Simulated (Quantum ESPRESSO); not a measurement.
The system is HfGe.

```
CELL_PARAMETERS angstrom
3.21967 0.00000 0.00000
0.00000 3.21967 0.00000
0.00000 0.00000 4.10843
ATOMIC_POSITIONS crystal
Hf 0.50000 0.50000 0.00000
Ge 0.00000 0.00000 0.00000
```

The cell was built by a generator and needn't be a form met in nature.

| Property | Result |
| --- | --- |
| Program | Quantum ESPRESSO 7.5 |
| Task | single point |
| Functional | PBE |
| Potentials or basis | SSSP 1.3 efficiency PBE |
| Cutoff | 816 eV |
| Density cutoff | 5987 eV |
| k mesh | 8 × 8 × 7 |
| Occupations | fermi-dirac, width 0.05 eV |
| Spin | no spin polarisation |

On this cell: pressure 61.9 GPa; largest force under 0.003 eV/Å; band gap on the k mesh none (metal or under the smearing width).

The same run follows on a disturbed copy (atoms moved at random, drawn with an rms of 0.05 Å):

```
Hf Ge
1.0
     3.21967    0.00000    0.00000
     0.00000    3.21967    0.00000
     0.00000    0.00000    4.10843
Hf Ge
1 1
Cartesian
  1.6173 1.6301 0.0639
  0.0365 0.0373 0.0258
```

**Question.** What does the disturbed cell give?

**Answer.** The energy (extrapolated to zero smearing) moves by +7.6 meV/atom; pressure 62.0 GPa; largest force 1.431 eV/Å; band gap on the k mesh none (metal or under the smearing width).

Forces on the atoms (eV/Å):
```
Hf   1.181  0.696  0.410
Ge  -1.181 -0.696 -0.410
```

Stress tensor (GPa, compression positive):
```
93.65  0.31  0.17
 0.31 93.80  0.10
 0.17  0.10 -1.54
```

Caveats: a pressure of tens of GPa on the cell as given is suspect, and the run, the potentials or the cell itself is likely at fault (some runs); the cell as given lies far from equilibrium (some runs).
